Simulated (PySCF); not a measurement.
# One shape, several levels: CH5AlGeO (SMILES O=[CH][GeH2][AlH2])

We compute a comparison of 3 runs (mPW1K/pcseg-1, QCISD(T)/BFD-VDZ) of CH5AlGeO. 

The results are computed with PySCF 2.14.0.

1 further run of the same task is left out (it didn't finish).

### Step 1. Starting point

CH5AlGeO has 9 atoms, charge 0, and is taken as a singlet. As SMILES, `O=[CH][GeH2][AlH2]`. The coordinates come from a PBE0-D4/def2-TZVP relaxation. This is one conformer, not always the lowest.

Bond lengths: O1–C2 1.199 Å, C2–Ge3 2.013 Å, Ge3–Al4 2.482 Å, C2–H5 1.116 Å, Ge3–H6 1.538 Å, Ge3–H7 1.545 Å, Al4–H8 1.586 Å, Al4–H9 1.585 Å. Some angles: O1–C2–Ge3 123.2°, C2–Ge3–Al4 109.4°, O1–C2–H5 120.0°, Ge3–C2–H5 116.8°, C2–Ge3–H6 106.9°, C2–Ge3–H7 105.8°, Al4–Ge3–H6 114.6°, Al4–Ge3–H7 111.2°, Ge3–Al4–H8 118.5°, Ge3–Al4–H9 121.0°.

### Step 2. A stability test at mPW1K/pcseg-1 (run 1)

Contents of job.py:

```python
# O=[CH][GeH2][AlH2]
from pyscf import gto, dft

system = gto.Mole()
system.atom = '''
O     -0.559900     0.933700    -2.383700
C      0.288100     0.366900    -1.753500
Ge     0.548000     0.626500     0.225200
Al    -0.849600    -1.010200     1.461300
H      0.962400    -0.366200    -2.257100
H      0.229300     2.100100     0.528800
H      2.052000     0.385500     0.486200
H     -0.703300    -2.549400     1.107400
H     -1.878600    -0.533100     2.568200
'''
system.basis = 'pcseg-1'
system.verbose = 4
system.max_memory = 1860
system.build()

mf = dft.RKS(system)
mf.xc = 'mpw1k'
mf.kernel()

etot = mf.e_tot
print(f'total energy: {etot:.8f} hartree')
mo_i, mo_e, stable_i, stable_e = mf.stability(internal=True, external=True, return_status=True)
print('stable: internal', stable_i, 'external', stable_e)
```

Run with:

```sh
$ OMP_NUM_THREADS=1 python job.py
```

Standard output:

```text
PySCF version 2.14.0

[... 77 lines left out ...]
converged SCF energy = -2435.54174223434
total energy: -2435.54174223 hartree
[... 6 lines left out ...]
stable: internal True external True
```

Run time: 4.3 min. Hardware: 1 thread of Intel Xeon at 2.50GHz (Skylake/Cascade Lake), shared host; peak memory 0.64 GiB.

### Step 3. The stability of the SCF solution at mPW1K/pcseg-1 (Cartesian functions) (run 2)

Contents of job.py:

```python
# O=[CH][GeH2][AlH2]
from pyscf import gto, dft

mol = gto.M(
    atom='''
O     -0.559900     0.933700    -2.383700
C      0.288100     0.366900    -1.753500
Ge     0.548000     0.626500     0.225200
Al    -0.849600    -1.010200     1.461300
H      0.962400    -0.366200    -2.257100
H      0.229300     2.100100     0.528800
H      2.052000     0.385500     0.486200
H     -0.703300    -2.549400     1.107400
H     -1.878600    -0.533100     2.568200
''',
    cart=True,
    spin=0,
    basis='pcseg-1',
    verbose=4,
    max_memory=1860,
)

calc0 = dft.RKS(mol)
calc0.xc = 'mpw1k'
calc0.kernel()

e_final = calc0.e_tot
print('E(%s) = %.9f' % ('MPW1K', e_final))
mo_i, mo_e, stable_i, stable_e = calc0.stability(internal=True, external=True, return_status=True)
print('stable: internal', stable_i, 'external', stable_e)
```

Run with:

```sh
$ OMP_NUM_THREADS=1 python job.py
```

Standard output:

```text
PySCF version 2.14.0

[... 78 lines left out ...]
converged SCF energy = -2435.56236624323
[... 7 lines left out ...]
stable: internal True external True
```

Run time: 4.5 min. Hardware: 1 thread of Intel Xeon at 2.50GHz (Skylake/Cascade Lake), shared host; peak memory 0.67 GiB.

### Step 4. The energy at QCISD(T)/BFD-VDZ (core potential) (run 3)

Contents of run.py:

```python
from pyscf import gto, scf, cc

molecule = gto.Mole()
molecule.atom = '''
O     -0.559900     0.933700    -2.383700
C      0.288100     0.366900    -1.753500
Ge     0.548000     0.626500     0.225200
Al    -0.849600    -1.010200     1.461300
H      0.962400    -0.366200    -2.257100
H      0.229300     2.100100     0.528800
H      2.052000     0.385500     0.486200
H     -0.703300    -2.549400     1.107400
H     -1.878600    -0.533100     2.568200
'''
molecule.spin = 0
molecule.max_memory = 1860
molecule.verbose = 4
molecule.symmetry = True
molecule.basis = 'bfd-vdz'
molecule.ecp = {'O': 'bfd', 'C': 'bfd', 'Ge': 'bfd', 'Al': 'bfd', 'H': 'bfd'}
molecule.build()

hf = scf.RHF(molecule)
hf.kernel()

mycc = cc.QCISD(hf)
mycc.kernel()
e_t = mycc.qcisd_t()
e_tot = mycc.e_tot + e_t
print(f'total energy: {e_tot:.8f} hartree')
```

Run with:

```sh
$ OMP_NUM_THREADS=1 python run.py
```

Standard output:

```text
PySCF version 2.14.0

[... 73 lines left out ...]
converged SCF energy = -29.7908726532841
[... 10 lines left out ...]
Init t2, MP2 energy = -30.255542971951  E_corr(MP2) -0.464670318666925
[... 16 lines left out ...]
QCISD converged
[... 2 lines left out ...]
total energy: -30.32070234 hartree
```

Run time: 90 s. Hardware: 1 thread of Intel Xeon at 2.50GHz (Skylake/Cascade Lake), shared host; peak memory 0.35 GiB.

### Step 5. The series

| run | level | Cartesian functions | task | energy (Eh) | dipole moment (D) of the reference | HOMO energy (eV) | LUMO energy (eV) | wall time |
| --- | --- | --- | --- | --- | --- | --- | --- | --- |
| 1 | mPW1K/pcseg-1 | no | stability | -2435.541742 | 2.66 | -7.83 | -1.88 | 4.3 min |
| 2 | mPW1K/pcseg-1 (Cartesian functions) | yes | stability | -2435.562366 | 2.64 | -7.82 | -1.87 | 4.5 min |
| 3 | QCISD(T)/BFD-VDZ (core potential) | no | energy | -30.320702 | 3.09 | -9.79 | 0.36 | 90 s |

### Step 6. Results

| quantity | value |
| --- | --- |
| run 3: total energy | -30.32070 Eh |
| run 3: dipole moment (Hartree–Fock density) | 3.09 D |
| run 3: HOMO energy (Hartree–Fock orbitals) | -9.79 eV |
| run 3: LUMO energy (Hartree–Fock orbitals) | 0.36 eV |
| run 3: HOMO–LUMO gap (Hartree–Fock orbitals) | 10.15 eV |
| run 3: correlation energy | -529.8 mEh |
| run 3: (T) correction | -14.53 mEh |
| run 3: T1 diagnostic | 0.017 |

**Reading.** Some runs of one species differ in core potentials or relativity; totals across that change don't compare. All runs together took 10 min, the longest 4.5 min.
